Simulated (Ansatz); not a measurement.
# Bi: stress in a strained cell

Bi is deformed so: equal xx and yy strain of +3 %. What stress and forces result, by LAPW, PAW and all-electron datasets made for the crystal?

Method: DFT PBEsol, scalar-relativistic, in Ansatz 0.2.0.

## (1) The structure to begin with

The structure is hexagonal, space group P6_3/mmc (No. 194). Conventional cell: a = 4.539 Å, b = 4.539 Å, c = 11.829 Å, α = 90.00°, β = 90.00°, γ = 120.00°.

As a file:

```xyz
2
Lattice="4.5390 0.0000 0.0000 -2.2695 3.9309 0.0000 0.0000 0.0000 11.8290" Properties=species:S:1:pos:R:3 pbc="T T T"
Bi    0.0000    2.6206    2.9573
Bi    2.2695    1.3103    8.8718
```

Atoms are numbered in the order of the input: Bi1, Bi2.

## (2) The deformed structure

Space group P6_3/mmc before, P6_3/mmc after.

## (3) LAPW, all electrons

The input, input.yaml:

```yaml
crystal:
  lattice:
    - [4.6751703087, 0.0, 0.0]
    - [-2.3375851544, 4.0488162544, 0.0]
    - [0.0, 0.0, 11.829]
  atoms:
    - { symbol: Bi, position: [0.3333333333, 0.6666666667, 0.25] }
    - { symbol: Bi, position: [0.6666666667, 0.3333333333, 0.75] }
kpoints:
  mp_grid: { grid: [9, 9, 3] }
  band_path:
    path:
      - [0.0, 0.0, 0.0]
      - [0.5, 0.0, 0.0]
      - [0.3333333333, 0.3333333333, 0.0]
      - [0.0, 0.0, 0.0]
      - [0.0, 0.0, 0.5]
      - [0.5, 0.0, 0.5]
      - [0.3333333333, 0.3333333333, 0.5]
      - [0.0, 0.0, 0.5]
      - [0.5, 0.0, 0.5]
    npoints: 5
scf:
  occupations: { method: fermi_dirac, width: 0.03 }
hamiltonian:
  xc: pbesol
  pseudopotentials: { kind: all_electron, lapw: { basis_error: 0.0005 } }
output:
  forces: true
  stress: true
  eigenvalues: true
```

Run with:

```
$ ansatz run input.yaml --threads 1 --pin off --max-ram 3072MiB --backend cpu --events-out ev --progress --plain --runs-dir out
```

## (4) Frozen-core PAW

The input, input.yaml:

```yaml
crystal:
  lattice:
    - [4.6751703087, 0.0, 0.0]
    - [-2.3375851544, 4.0488162544, 0.0]
    - [0.0, 0.0, 11.829]
  atoms:
    - { symbol: Bi, position: [0.3333333333, 0.6666666667, 0.25] }
    - { symbol: Bi, position: [0.6666666667, 0.3333333333, 0.75] }
kpoints:
  mp_grid: { grid: [9, 9, 3] }
scf:
  occupations: { method: fermi_dirac, width: 0.03 }
hamiltonian:
  xc: pbesol
  pseudopotentials: { kind: paw }
output:
  forces: true
  stress: true
  eigenvalues: true
  efg: { contact_densities: true }
  write_density: true
  write_potential: true
  elf: true
  volumetric_format: npy
```

## (5) All-electron PAW on datasets made for the crystal

Changes to input.yaml since step 4:

```diff
@@ -14,3 +14,3 @@
   xc: pbesol
-  pseudopotentials: { kind: paw }
+  pseudopotentials: { kind: all_electron, datasets: crystal }
 output:
@@ -20,5 +20 @@
   efg: { contact_densities: true }
-  write_density: true
-  write_potential: true
-  elf: true
-  volumetric_format: npy
```

(Steps that only read results are left out.)

What does the calculation give? Wanted: pressure; largest shear or deviatoric stress.

As calculated:

| quantity | value |
| --- | --- |
| pressure | LAPW -3.14, PAW -3.14, crystal datasets -3.14 GPa |
| largest shear or deviatoric stress (LAPW) | 2.75 GPa |

In words: The largest part of the stress beyond the pressure is 2.75 GPa in size, in the zz component; the atoms are carried along and not relaxed. No run of the undeformed cell stands beside it, so the pressure holds what the given cell had before the change. PAW: stress within 0.01 GPa of LAPW. Crystal datasets: stress within 0.01 GPa of LAPW. Spin-orbit coupling is left out, though the cell holds Bi; in elements this heavy it can shift bands and gaps by tenths of an eV.
